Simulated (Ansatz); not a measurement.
**TiNH₂+ (triplet): the correlation ladder, def2-SVP**

An exercise on one series of results from a longer session: the logs are not shown, and one member is left open.

Computed with Ansatz 0.2.0, Gaussian basis. Level: def2-SVP, core rule «outside noble gas», up to 10 orbitals frozen.

The runs, in order: UHF; CCSD(T) on ROHF; CCSD(T) on UHF; CISD as a restricted active space (open shells left free, so some higher excitations enter); CCSDT(Q) on ROHF; CCSDT(Q) on UHF.

25 further runs of the same task are left out: 11 for a known fault of the program, 5 that didn't finish, 9 set aside as unsound or not needed. Runs told in other sessions of the task aren't counted.

### The system

The geometry is a PBE0/def2-TZVP stationary point (not a proven minimum) of the parent state, kept for this charge and spin.

4 atoms, charge 1, spin multiplicity 3.

Atoms are counted from 1 here; the program's logs count them from 0.

Bond lengths: Ti1–N2 2.213 Å, N2–H3 1.023 Å, N2–H4 1.024 Å. Angles: Ti1–N2–H3 125.8°, Ti1–N2–H4 126.9°, H3–N2–H4 107.3°.

The first run:

The input, in.yaml:

```yaml
crystal:
  periodic: [false, false, false]
  atoms:
    - {symbol: Ti, position_ang: [0.000000, -0.000006, 0.574128]}
    - {symbol: N, position_ang: [0.000000, -0.000668, -1.638816]}
    - {symbol: H, position_ang: [0.000000, 0.829097, -2.237756]}
    - {symbol: H, position_ang: [0.000000, -0.819548, -2.253941]}
basis:
  gaussian: {orbitals: def2-SVP}
total_charge: 1
magnetization: {spin_polarized: true, initial_magnetization: 2}
hamiltonian: {xc: hf}
output: {orbitals: {seedname: orbitals}}
```

Started as:

```bash
ansatz run in.yaml --threads 1 --pin off --events-out ev --progress --plain --max-ram 2393MiB
```

Steps of the session up to this table: UHF; CCSD(T) on ROHF; CCSD(T) on UHF; CISD as a restricted active space (open shells left free, so some higher excitations enter); CCSDT(Q) on ROHF; CCSDT(Q) on UHF.

One of the session's tables, all rows but one given; the rest of the session is left out.

| method | from RCCSDT(Q) (meV) |
| --- | --- |
| ROHF | +6417.0 |
| RMP2 | +783.2 |
| UMP2 | +695.8 |
| CISD | ? |
| RCCSD | +317.4 |
| UCCSD | +253.6 |
| RCCSD(T) | +69.6 |
| UCCSD(T) | +9.7 |
| RCCSDT | +29.5 |
| UCCSDT | -27.7 |
| RCCSDT(Q) | 0 |
| UCCSDT(Q) | -72.4 |

Estimate the missing values for CISD.

As computed: from RCCSDT(Q) (meV): +718.8. In the column «from RCCSDT(Q) (meV)» it lies between UMP2 (+695.8) and RMP2 (+783.2).

Left out of the table: UHF (another determinant or state than the rows shown).

Caveats from the session: The determinant of HF (⟨S²⟩ 2.99) is far from a pure spin state, so its energy mixes those of several spin states; that is harmless only where they are near-degenerate. Warnings: spin contamination; coupled cluster took another determinant than the lowest; large T1 diagnostic. Restricted and unrestricted rows rest on different reference determinants; a gap between their highest levels can come from leftover correlation error, from unlike frozen cores or from another state.
